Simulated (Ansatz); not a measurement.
**Sn4As3: forces, levels, charges and fields**

The system is Sn4As3, a distorted cell. Wanted, at the geometry given: the forces and stress that the distortion brings, and the levels of the distorted cell.

Computed, not measured: Ansatz 0.2.0, DFT, m-r2SCAN, no spin polarisation, plane waves, PAW.

## (1) The structure

Cell: a = 4.077 Å, b = 4.082 Å, c = 12.231 Å, α = 89.96°, β = 80.40°, γ = 119.94°. First neighbours, in Å: As1: 3 Sn at 2.75 to 2.82; Sn2: 2 Sn at 2.13 to 2.64, 1 As at 2.74; Sn3: 3 Sn at 2.13 to 3.06, 2 As at 2.60 to 2.99; Sn4: 2 As at 2.63 to 2.95; Sn5: 6 As at 2.75 to 2.93; As6: 6 Sn at 2.74 to 3.17; As7: 4 Sn at 2.60 to 2.99.

As a file:

```cif
data_structure
_symmetry_space_group_name_H-M 'P 1'
_symmetry_Int_Tables_number 1
_cell_length_a 4.0767
_cell_length_b 4.0821
_cell_length_c 12.2308
_cell_angle_alpha 89.958
_cell_angle_beta 80.405
_cell_angle_gamma 119.941
_cell_volume 173.06
loop_
_atom_site_label
_atom_site_type_symbol
_atom_site_fract_x
_atom_site_fract_y
_atom_site_fract_z
_atom_site_occupancy
As1 As 0.97437 0.92788 0.03780 1
Sn1 Sn 0.71962 0.90284 0.45101 1
Sn2 Sn 0.33026 0.06434 0.53743 1
Sn3 Sn 0.49085 0.75106 0.83014 1
Sn4 Sn 0.54928 0.22306 0.16044 1
As2 As 0.11780 0.52557 0.29713 1
As3 As 0.77751 0.34213 0.68212 1
```

Its first density is an earlier solution for the same cell, read from a checkpoint.

## (2) The calculation

The input, input.yaml:

```yaml
crystal:
  lattice:
    - [0.680635, -4.019471, -0.000533]
    - [0.00148, 2.067131, -3.519993]
    - [12.230787, 0.003306, -0.003199]
  atoms:
    - { symbol: As, position: [0.974367, 0.927875, 0.037801] }
    - { symbol: Sn, position: [0.719617, 0.902844, 0.451008] }
    - { symbol: Sn, position: [0.330256, 0.064341, 0.53743] }
    - { symbol: Sn, position: [0.490849, 0.751061, 0.830141] }
    - { symbol: Sn, position: [0.549276, 0.223057, 0.160437] }
    - { symbol: As, position: [0.117801, 0.525573, 0.29713] }
    - { symbol: As, position: [0.777515, 0.342128, 0.682122] }
kpoints:
  mp_grid: { grid: [5, 5, 2], shift: [0.0, 0.0, 0.5] }
magnetization:
  spin_polarized: false
scf:
  occupations: { method: fermi_dirac }
  lower_state_search: "off"
  max_iter: 200
hamiltonian:
  pseudopotentials: { kind: paw }
  xc: mr2scan
basis:
  ecutwfc: 500
  fft_grid_basis: typed
output:
  forces: true
  stress: true
  eigenvalues: true
  bader: true
  populations: true
  elf: true
  write_potential: true
  volumetric_format: npy
  dos:
    e_range: [-12, 8]
    de: 0.05
    projected: { site_lists: { As: [As], Sn: [Sn] } }
checkpoint:
  read: saved_state
```

**Question.** What will these runs give? Wanted: largest force; pressure; character; Bader charges.

**Answer**, as computed:

| quantity | value |
| --- | --- |
| largest force | 14.204 eV/Å on Sn2 |
| pressure | 11.8 GPa |
| formation energy (elements from separate runs) | 0.73 eV/atom |
| character | metal |
| density of states, mean within 0.25 eV of the Fermi level | 3 per eV per cell |
| Bader charges | As -0.73 to -0.58, Sn +0.26 to +0.74 e |

**Reading.** Bands cross the Fermi level: a metal; within 0.25 eV of the Fermi level the density of states averages 3 per eV per cell, mostly As p (43 %) and Sn p (40 %). Forces reach 14.2 eV/Å, so the geometry is far from rest and the levels are not those of the relaxed cell. Set against separate runs on the elements (As grey arsenic (A7), alpha-Sn (diamond)), it forms at 0.73 eV per atom, so at this geometry it is not bound against them. Sn2 feels the largest force, 14.20 eV/Å, so the positions are not relaxed. The geometry is far from any minimum; its shortest contact is 2.13 Å. At 11.8 GPa the cell is compressed and would expand, and unequal principal stresses would change its shape.

Caveats: the k mesh is coarse for a cell without a gap; atoms or cell far from equilibrium.
